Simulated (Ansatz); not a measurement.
# CH₆BGaSi: how energies converge with the basis set

One table from this session's results is given with a row withheld; the runs are named, their logs left out.

Computed with Ansatz 0.2.0, Gaussian basis. Level: one geometry, several basis sets.

The runs, in order: PBE0-D4/def2-SVP; ωB97M-V/def2-SVP; PBE0-D4/def2-QZVPP; ωB97M-V/def2-QZVPP; the functionals' def2-TZVPP values are taken from earlier runs.

**The relaxed structure**

The geometry comes from an earlier relaxation with PBE0-D4 in a triple-zeta def2 set; it is a stationary point, not always the lowest conformer.

SMILES `[GaH2][CH]1B[SiH2]1`, 10 atoms, charge 0, spin multiplicity 1.

Atoms are counted from 1 here; the program's logs count them from 0.

Bond lengths: Ga1–C2 2.031 Å, Ga1–H5 1.562 Å, Ga1–H6 1.560 Å, C2–B3 1.462 Å, C2–Si4 1.918 Å, C2–H7 1.089 Å, B3–Si4 1.942 Å, B3–H8 1.185 Å, Si4–H9 1.529 Å, Si4–H10 1.484 Å. Angles: C2–Ga1–H5 113.0°, C2–Ga1–H6 118.7°, H5–Ga1–H6 126.8°, Ga1–C2–B3 122.8°, Ga1–C2–Si4 83.2°, Ga1–C2–H7 104.6°, B3–C2–Si4 68.6°, B3–C2–H7 129.4°, Si4–C2–H7 139.3°, C2–B3–Si4 66.9°, C2–B3–H8 143.0°, Si4–B3–H8 145.9°, C2–Si4–B3 44.5°, C2–Si4–H9 103.5°, C2–Si4–H10 122.6°, B3–Si4–H9 120.9°, B3–Si4–H10 131.9°, H9–Si4–H10 107.0°.

Geometry (Å):

```
Ga   -1.1741    0.7966   -0.6075
C     0.1815   -0.7152   -0.5809
B     0.4016   -1.5624    0.5904
Si    0.9294    0.2848    0.8745
H    -0.9528    1.7934   -1.7892
H    -2.4442    0.6802    0.2900
H     0.3838   -0.9215   -1.6311
H     0.5470   -2.6882    0.9306
H    -0.1170    1.3672    1.1390
H     2.2447    0.9649    0.7841
```

Set-up of the first run:

Contents of in.yaml:

```yaml
crystal:
  periodic: [false, false, false]
  atoms:
    - {symbol: Ga, position_ang: [-1.174140, 0.796634, -0.607504]}
    - {symbol: C, position_ang: [0.181544, -0.715209, -0.580935]}
    - {symbol: B, position_ang: [0.401632, -1.562387, 0.590417]}
    - {symbol: Si, position_ang: [0.929429, 0.284795, 0.874515]}
    - {symbol: H, position_ang: [-0.952784, 1.793442, -1.789203]}
    - {symbol: H, position_ang: [-2.444222, 0.680190, 0.290027]}
    - {symbol: H, position_ang: [0.383836, -0.921460, -1.631054]}
    - {symbol: H, position_ang: [0.546979, -2.688177, 0.930626]}
    - {symbol: H, position_ang: [-0.117008, 1.367228, 1.139013]}
    - {symbol: H, position_ang: [2.244733, 0.964944, 0.784087]}
basis:
  gaussian: {orbitals: def2-SVP}
hamiltonian: {xc: pbe0, dispersion: d4}
output: {orbitals: {seedname: orbitals}}
```

Launch:

```bash
$ ansatz run in.yaml --threads 4 --pin off --events-out ev --progress --plain --max-ram 10444MiB
```

Steps of the session up to this table: PBE0-D4 in def2-SVP; ωB97M-V in def2-SVP; PBE0-D4 in def2-QZVPP; ωB97M-V in def2-QZVPP.

One table of the session follows, with a row left open; its other results are not shown here.

It belongs to the step «Functionals by basis». 

```
functional       basis  HOMO (eV)  LUMO (eV)
   PBE0-D4    def2-SVP      -7.05      -1.55
   PBE0-D4  def2-TZVPP      -7.03      -1.61
   PBE0-D4  def2-QZVPP      -7.03      -1.63
   ωB97M-V    def2-SVP      -9.04       0.40
   ωB97M-V  def2-TZVPP      -9.06       0.27
   ωB97M-V  def2-QZVPP          ?          ?
```

Estimate the missing values for ωB97M-V, def2-QZVPP.

The run gave: HOMO (eV): -9.05; LUMO (eV): 0.19. In the column «HOMO (eV)» it lies between ωB97M-V, def2-TZVPP (-9.06) and ωB97M-V, def2-SVP (-9.04).
